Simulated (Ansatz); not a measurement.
# Si6Cl: the cost of one run

Method: DFT PBE, scalar-relativistic, plane waves, PAW, in Ansatz 0.2.0.

**1. The structure to begin with**

It takes space group Pm (No. 6, monoclinic). Conventional cell: a = 5.470 Å, b = 7.735 Å, c = 21.724 Å, α = 90.00°, β = 90.00°, γ = 90.00°. Si (site symmetry 1) is surrounded by 3 Si at 2.34 to 2.37 Å. Si (site symmetry m) is surrounded by 3 Si at 2.34 to 2.37 Å. Si (site symmetry m) has 4 Si at 2.33 to 2.35 Å in its first shell of neighbours. Si (site symmetry 1) is surrounded by 4 Si at 2.33 to 2.35 Å. Si (site symmetry 1) is surrounded by 3 Si at 2.31 to 2.33 Å. Around Si (site symmetry m) lie 1 Cl at 1.79 Å. Only part of the 11 independent sites is listed.

Coordinates:

```
CELL_PARAMETERS angstrom
7.73507 0.00000 0.00000
0.00000 5.46952 0.00000
0.00000 0.00000 21.72384
ATOMIC_POSITIONS crystal
Si 0.25000 0.00000 0.18413
Si 0.75000 0.00000 0.18413
Si 0.00000 0.25000 0.18413
Si 0.50000 0.25000 0.18413
Si 0.00000 0.50244 0.27104
Si 0.50000 0.50244 0.27104
Si 0.25000 0.74756 0.27104
Si 0.75000 0.74756 0.27104
Si 0.25000 0.00986 0.35555
Si 0.75000 0.00986 0.35555
Si 0.00000 0.24014 0.35555
Si 0.50000 0.24014 0.35555
Cl 0.00000 0.83617 0.43656
Cl 0.00000 0.18355 0.43656
```

This is the geometry of the first run shown, built on a cell relaxed beforehand with the same method.

**2. The scan**

Atoms count from 1 in the order of the input.

Cl2 lies flat over one site of a rigid substrate while its bond length and height are varied.

- distance Cl13-Cl14: 8 values from 1.900 to 3.408 Å
- height of the Cl2 axis above the plane of Si9: 8 values from 0.80 to 3.60 Å

Nothing else is relaxed. Points are written as (first, second).

**3. Grid point (1.900 Å, 1.76 Å)**

The cell repeats along c, and a dipole correction in the vacuum removes the field between the copies.

The input, input.yaml:

```yaml
crystal:
  lattice:
    - [7.7350714036, 0.0, 0.0]
    - [0.0, 5.4695214425, 0.0]
    - [0.0, 0.0, 21.7238418972]
  atoms:
    - { symbol: Si, position: [0.25, 0.0, 0.1841294933] }
    - { symbol: Si, position: [0.75, 0.0, 0.1841294933] }
    - { symbol: Si, position: [0.0, 0.25, 0.1841294933] }
    - { symbol: Si, position: [0.5, 0.25, 0.1841294933] }
    - { symbol: Si, position: [0.0, 0.5024402289, 0.2710384085] }
    - { symbol: Si, position: [0.5, 0.5024402289, 0.2710384085] }
    - { symbol: Si, position: [0.25, 0.7475597711, 0.2710384085] }
    - { symbol: Si, position: [0.75, 0.7475597711, 0.2710384085] }
    - { symbol: Si, position: [0.25, 0.0098635104, 0.3555467736] }
    - { symbol: Si, position: [0.75, 0.0098635104, 0.3555467736] }
    - { symbol: Si, position: [0.0, 0.2401364896, 0.3555467736] }
    - { symbol: Si, position: [0.5, 0.2401364896, 0.3555467736] }
    - { symbol: Cl, position: [0.0, 0.836173726, 0.4365637507] }
    - { symbol: Cl, position: [0.0, 1.1835532948, 0.4365637507] }
basis:
  ecutwfc: 420
kpoints:
  mp_grid: { grid: [4, 5, 1] }
hamiltonian:
  xc: pbe
  pseudopotentials: { kind: paw, azcp: { folder: soft_1 } }
scf:
  occupations: { method: gaussian, width: 0.05 }
output:
  forces: true
  eigenvalues: true
efield:
  axis: 3
  dipole_correction: true
  ramp_width: 0.04
```

The run is started by

```
> ansatz run input.yaml --threads 1 --pin off --max-ram 3072MiB --backend cpu --events-out ev --progress --plain --runs-dir out
```

**Question.** How long does this run take on 1 thread of Arm Neoverse V2, shared host, and how much memory does it need?

About 39 s, with a peak of 0.81 GiB.
